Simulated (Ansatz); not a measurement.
# doublet [SnH2S2F2]+ at 6 levels

Wanted: a comparison of 6 runs (U-revPBE/def2-SVP, U-wB97X/def2-SVP, UB2PLYP/def2-SVP, UPBE/def2-SVP, USVWN5/def2-SVP, UMP2/def2-SVP) of doublet [SnH2S2F2]+. 

Program for the calculation: Ansatz 0.2.0.

45 further runs of the same task are left out: 45 set aside as unsound or not needed. Runs told in other sessions of the task aren't counted.

**1. The structure to begin with**

[SnH2S2F2]+ has 7 atoms, charge +1, and is taken as a doublet. SMILES of the parent species: `[F][Sn]([F])([SH])[SH]`. The shape is that of a PBE0-D4/def2-TZVP optimisation. This is one conformer, not always the lowest. That shape belongs to the parent species and isn't relaxed for this state.

Bond lengths: F1–Sn2 1.902 Å, Sn2–F3 1.906 Å, Sn2–S4 2.359 Å, Sn2–S5 2.362 Å, S4–H6 1.346 Å, S5–H7 1.346 Å. Angles: F1–Sn2–F3 102.6°, F1–Sn2–S4 105.1°, F1–Sn2–S5 112.8°, F3–Sn2–S4 113.0°, F3–Sn2–S5 105.0°, S4–Sn2–S5 117.6°, Sn2–S4–H6 91.6°, Sn2–S5–H7 90.4°.

**2. The energy at U-revPBE/def2-SVP (core potential) (run 1)**

File molecule.yaml:

```yaml
crystal:
  periodic: [false, false, false]
  atoms:
    - {symbol: F, position_ang: [0.246200, -2.260000, 0.562200]}
    - {symbol: Sn, position_ang: [0.078900, -0.394700, 0.232400]}
    - {symbol: F, position_ang: [1.629500, 0.318000, 1.082100]}
    - {symbol: S, position_ang: [-1.928000, 0.238900, 1.297200]}
    - {symbol: S, position_ang: [0.326700, 0.156800, -2.051400]}
    - {symbol: H, position_ang: [-1.920300, 1.436500, 0.683700]}
    - {symbol: H, position_ang: [1.628300, 0.436500, -1.851900]}
basis:
  gaussian: {orbitals: def2-SVP}
total_charge: 1
magnetization: {spin_polarized: true, initial_magnetization: 1}
hamiltonian: {xc: {name: revPBE}}
accuracy: high
output: {orbitals: {seedname: orbitals}}
```

On the command line:

```bash
ansatz run molecule.yaml --threads 1 --pin off --max-ram 2610MiB --events-out events.jsonl --progress --plain --runs-dir runs
```

The program printed:

```text
Warning: RAYON_NUM_THREADS=1 ignored (pool sized by the plan → 1); use --threads N
Functional definition: revPBE
  name "revPBE"
  parameter kappa = 1.245
  parameter beta = 0.06672455060314922
  exchange = pbe_x(kappa = kappa, mu = beta*pi^2/3)
  correlation = pbe_c(beta = beta)
2157 factors; integrals over basis functions are off by at most 1.4e-8 eV
mean field evaluation 1: about -32931.3064 eV, gradient 6.2e1 eV
mean field evaluation 2: about -32520.8282 eV, gradient 2.5e2 eV
mean field evaluation 4: about -32932.2804 eV, gradient 4.1e1 eV
mean field evaluation 8: about -32943.2283 eV, gradient 1.5e1 eV
mean field evaluation 16: about -32945.6663 eV, gradient 7.3e-1 eV
mean field evaluation 32: about -32943.7982 eV, gradient 4.9e0 eV
mean field -32945.67022130 eV, -1210.7310492554 hartree, gradient 1.4e-8 eV, S^2 0.752141; 4 other end points of the search recorded, 0 dependent functions left out
reference -32945.67022614 eV, -1210.7310494331 hartree; 37, 36 occupied and 63, 64 virtual orbitals, 2157 factors
Total energy: -32945.67022614 eV, -1210.7310494331 hartree
```

Wall time 28 s (1 thread of Arm Neoverse V2, shared host); peak memory 0.36 GiB.

**3. The energy at U-wB97X/def2-SVP (core potential) (run 2)**

File input.yaml:

```yaml
crystal:
  periodic: [false, false, false]
  atoms:
    - symbol: F
      position_ang: [0.246200, -2.260000, 0.562200]
    - symbol: Sn
      position_ang: [0.078900, -0.394700, 0.232400]
    - symbol: F
      position_ang: [1.629500, 0.318000, 1.082100]
    - symbol: S
      position_ang: [-1.928000, 0.238900, 1.297200]
    - symbol: S
      position_ang: [0.326700, 0.156800, -2.051400]
    - symbol: H
      position_ang: [-1.920300, 1.436500, 0.683700]
    - symbol: H
      position_ang: [1.628300, 0.436500, -1.851900]
basis:
  gaussian:
    orbitals: def2-SVP
total_charge: 1
magnetization:
  spin_polarized: true
  initial_magnetization: 1
hamiltonian:
  xc: {name: wB97X}
accuracy: high
output:
  orbitals: {seedname: orbitals}
```

On the command line:

```bash
ansatz run input.yaml --threads 1 --pin off --max-ram 2610MiB --events-out events.jsonl --progress --plain --runs-dir runs
```

The program printed, cut to the lines that bear on the results:

```text
Warning: RAYON_NUM_THREADS=1 ignored (pool sized by the plan → 1); use --threads N
Functional definition: wB97X
  name "wB97X"
[...]
      + exact_x_lr(omega)
[...]
      + integral(e_c_pw_opposite_spin*poly(b97_u_opposite, 1, cos1, cos2, cos3, cos4))
2157 factors; integrals over basis functions are off by at most 1.4e-8 eV
402 factors; integrals over basis functions are off by at most 2.0e-9 eV
[...]
mean field -32949.25864239 eV, -1210.8629212982 hartree, gradient 3.0e-8 eV, S^2 0.754099; 4 other end points of the search recorded, 0 dependent functions left out
reference -32949.25863900 eV, -1210.8629211738 hartree; 37, 36 occupied and 63, 64 virtual orbitals, 2157 factors
Total energy: -32949.25863900 eV, -1210.8629211738 hartree
```

Wall time 2 min (1 thread of Arm Neoverse V2, shared host); peak memory 1.2 GiB.

Runs 3 to 4 aren't shown in full; the table further down has their settings and results.

**4. A single-point energy at USVWN5/def2-SVP (core potential) (run 5)**

Changes to input.yaml since step 3:

```diff
@@ -18,12 +18,7 @@
 basis:
-  gaussian:
-    orbitals: def2-SVP
+  gaussian: {orbitals: def2-SVP}
+hamiltonian: {xc: {name: SVWN5}}
+magnetization: {spin_polarized: true, initial_magnetization: 1}
+accuracy: high
+output: {orbitals: {seedname: orbitals}}
 total_charge: 1
-magnetization:
-  spin_polarized: true
-  initial_magnetization: 1
-hamiltonian:
-  xc: {name: wB97X}
-accuracy: high
-output:
-  orbitals: {seedname: orbitals}
```

On the command line:

```bash
ansatz run input.yaml --threads 1 --pin off --max-ram 2610MiB --events-out events.jsonl --progress --plain --runs-dir runs
```

The program printed:

```text
Warning: RAYON_NUM_THREADS=1 ignored (pool sized by the plan → 1); use --threads N
Functional definition: SVWN5
  name "SVWN5"
  exchange = slater_x
  correlation = vwn5_c
2157 factors; integrals over basis functions are off by at most 1.4e-8 eV
mean field evaluation 1: about -32818.3080 eV, gradient 6.1e1 eV
mean field evaluation 2: about -32412.2333 eV, gradient 2.5e2 eV
mean field evaluation 4: about -32818.1612 eV, gradient 4.2e1 eV
mean field evaluation 8: about -32829.6443 eV, gradient 1.5e1 eV
mean field evaluation 16: about -32832.1528 eV, gradient 6.0e-1 eV
mean field evaluation 32: about -32831.1963 eV, gradient 8.6e0 eV
mean field -32832.15963427 eV, -1206.5596121224 hartree, gradient 1.8e-8 eV, S^2 0.751184; 6 other end points of the search recorded, 0 dependent functions left out
reference -32832.15963802 eV, -1206.5596122600 hartree; 37, 36 occupied and 63, 64 virtual orbitals, 2157 factors
Total energy: -32832.15963802 eV, -1206.5596122600 hartree
```

It took 14 s on 1 thread of Arm Neoverse V2, shared host; peak memory 0.33 GiB.

**5. The energy at UMP2/def2-SVP (core potential) (run 6)**

File input.yaml:

```yaml
basis:
  gaussian:
    orbitals: def2-SVP
crystal:
  periodic: [false, false, false]
  atoms:
    - {symbol: F, position_ang: [0.246200, -2.260000, 0.562200]}
    - {symbol: Sn, position_ang: [0.078900, -0.394700, 0.232400]}
    - {symbol: F, position_ang: [1.629500, 0.318000, 1.082100]}
    - {symbol: S, position_ang: [-1.928000, 0.238900, 1.297200]}
    - {symbol: S, position_ang: [0.326700, 0.156800, -2.051400]}
    - {symbol: H, position_ang: [-1.920300, 1.436500, 0.683700]}
    - {symbol: H, position_ang: [1.628300, 0.436500, -1.851900]}
accuracy: high
magnetization:
  spin_polarized: true
  initial_magnetization: 1
total_charge: 1
correlation:
  method: mp2
  frozen_orbitals: {F: 1, H: 0, S: 5, Sn: 4}
```

On the command line:

```bash
ansatz run input.yaml --threads 1 --pin off --max-ram 2610MiB --events-out events.jsonl --progress --plain --runs-dir runs
```

The program printed, cut to the lines that bear on the results:

```text
Warning: RAYON_NUM_THREADS=1 ignored (pool sized by the plan → 1); use --threads N
Functional definition: HF
  name "HF"
[...]
2157 factors; integrals over basis functions are off by at most 1.4e-8 eV
[...]
mean field -32865.36784357 eV, -1207.7799913046 hartree, gradient 4.5e-8 eV, S^2 0.760585; 8 other end points of the search recorded, 0 dependent functions left out
16 core orbitals not correlated: weight in the atoms' cores, before any rotation towards them, 1.000 or more for the frozen orbitals, at most 0.000 for the correlated occupied ones
reference -32865.36784357 eV, -1207.7799913046 hartree; 21, 20 occupied and 63, 64 virtual orbitals, 2157 factors
second order -19.56082836 eV of doubles, -0.00000000 eV of singles
Total energy: -32884.92867192 eV, -1208.4988384880 hartree
```

Wall time 18 s (1 thread of Arm Neoverse V2, shared host); peak memory 0.71 GiB.

**6. All runs side by side**

```csv
run,level,frozen core orbitals,energy (Eh),HOMO energy (eV),LUMO energy (eV),⟨S²⟩,wall time
1,U-revPBE/def2-SVP (core potential),–,-1210.731049,-12.77,-12.72,0.752,28 s
2,U-wB97X/def2-SVP (core potential),–,-1210.862921,-15.29,-10.88,0.754,2 min
3,UB2PLYP/def2-SVP (core potential),16,-1210.175946,-13.96,-11.35,0.756,50 s
4,UPBE/def2-SVP (core potential),–,-1210.366705,-12.81,-12.77,0.752,29 s
5,USVWN5/def2-SVP (core potential),–,-1206.559612,-13.03,-13.00,0.751,14 s
6,UMP2/def2-SVP (core potential),16,-1208.498838,–,–,0.761,18 s
```

**7. Results**

```
                                           quantity           value
                                run 6: total energy  -1208.49884 Eh
run 6: correlation energy (16 core orbitals frozen)      -718.8 mEh
           run 6: ⟨S²⟩ of the reference determinant           0.761
```

In words: Totals of different functionals can't be ranked against each other. All runs together took 4.3 min, the longest 2 min.
